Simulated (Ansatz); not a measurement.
# CH₅FSeSi₂: a ladder of functionals and wavefunction methods

The task here is to estimate one member of a computed series from the others.

Method: functionals in def2-TZVPP, the program's frozen cores in correlated methods; program: Ansatz 0.2.0, Gaussian basis.

Plan: PBE-D4, r2SCAN-D4, PBE0-D4, B3LYP-D4, ωB97X-V, ωB97M-V, B2PLYP; CCSD(T)/def2-TZVPP; MP2/def2-QZVPP; extrapolation to the limit.

**The geometry**

The geometry comes from an earlier relaxation with PBE0-D4 in a triple-zeta def2 set; it is a stationary point, not always the lowest conformer.

SMILES `FC[SiH]1[SiH2][Se]1`, 10 atoms, charge 0, spin multiplicity 1.

Atoms are counted from 1 here; the program's logs count them from 0.

Bond lengths: F1–C2 1.389 Å, C2–Si3 1.894 Å, C2–H6 1.094 Å, C2–H7 1.095 Å, Si3–Si4 2.255 Å, Si3–Se5 2.291 Å, Si3–H8 1.482 Å, Si4–Se5 2.300 Å, Si4–H9 1.481 Å, Si4–H10 1.482 Å. Angles: F1–C2–Si3 110.3°, F1–C2–H6 108.9°, F1–C2–H7 108.3°, Si3–C2–H6 110.4°, Si3–C2–H7 110.7°, H6–C2–H7 108.2°, C2–Si3–Si4 121.6°, C2–Si3–Se5 112.8°, C2–Si3–H8 112.1°, Si4–Si3–Se5 60.8°, Si4–Si3–H8 122.4°, Se5–Si3–H8 116.0°, Si3–Si4–Se5 60.4°, Si3–Si4–H9 122.4°, Si3–Si4–H10 121.4°, Se5–Si4–H9 114.9°, Se5–Si4–H10 114.8°, H9–Si4–H10 112.0° and more.

The first run:

in.yaml reads:

```yaml
crystal:
  periodic: [false, false, false]
  atoms:
    - {symbol: F, position_ang: [-2.530778, 0.223403, 0.630765]}
    - {symbol: C, position_ang: [-1.327882, 0.914256, 0.559046]}
    - {symbol: Si, position_ang: [-0.174337, 0.096839, -0.701061]}
    - {symbol: Si, position_ang: [1.512512, -1.252137, -0.054826]}
    - {symbol: Se, position_ang: [1.957934, 0.931255, -0.623810]}
    - {symbol: H, position_ang: [-0.864347, 0.923306, 1.549785]}
    - {symbol: H, position_ang: [-1.542228, 1.949291, 0.272238]}
    - {symbol: H, position_ang: [-0.790643, 0.009586, -2.046111]}
    - {symbol: H, position_ang: [2.106775, -2.266327, -0.956340]}
    - {symbol: H, position_ang: [1.736292, -1.580471, 1.373116]}
basis:
  gaussian: {orbitals: def2-TZVPP}
hamiltonian: {xc: pbe, dispersion: d4}
output: {forces: true, orbitals: {seedname: orbitals}}
```

Launch:

```console
$ ansatz run in.yaml --threads 4 --pin off --events-out ev --progress --plain --max-ram 10444MiB
```

Steps of the session up to this table: PBE-D4 (GGA); r2SCAN-D4 (meta-GGA); PBE0-D4 (hybrid); B3LYP-D4 (hybrid); ωB97X-V (range-separated); ωB97M-V (range-separated); B2PLYP (double hybrid); CCSD(T) in def2-TZVPP; MP2 in def2-QZVPP.

One table of the session follows, with a row left open; its other results are not shown here.

It belongs to the step «Atomisation energies». 

| method | atomisation energy (kJ/mol) |
| --- | --- |
| PBE-D4 | 3326.1 |
| r2SCAN-D4 | 3295.9 |
| PBE0-D4 | 3275.4 |
| B3LYP-D4 | 3255.4 |
| ωB97X-V | 3300.5 |
| ωB97M-V | 3270.2 |
| B2PLYP | ? |
| HF/def2-TZVPP | 2345.5 |
| MP2/def2-TZVPP | 3223.6 |
| CCSD/def2-TZVPP | 3120.5 |
| CCSD(T)/def2-TZVPP | 3177.0 |
| MP2/CBS | 3329.9 |
| CCSD(T)/CBS | 3283.3 |

Estimate the missing values for B2PLYP.

**Answer.** atomisation energy (kJ/mol): 3215.6. In the column «atomisation energy (kJ/mol)» it lies between CCSD(T)/def2-TZVPP (3177.0) and MP2/def2-TZVPP (3223.6).

Limits of these values: Free atoms (1 F, 1 C, 2 Si, 1 Se, 5 H) were run apart at each level; the atomisation energy is their sum less the molecule, without zero-point or spin-orbit terms.
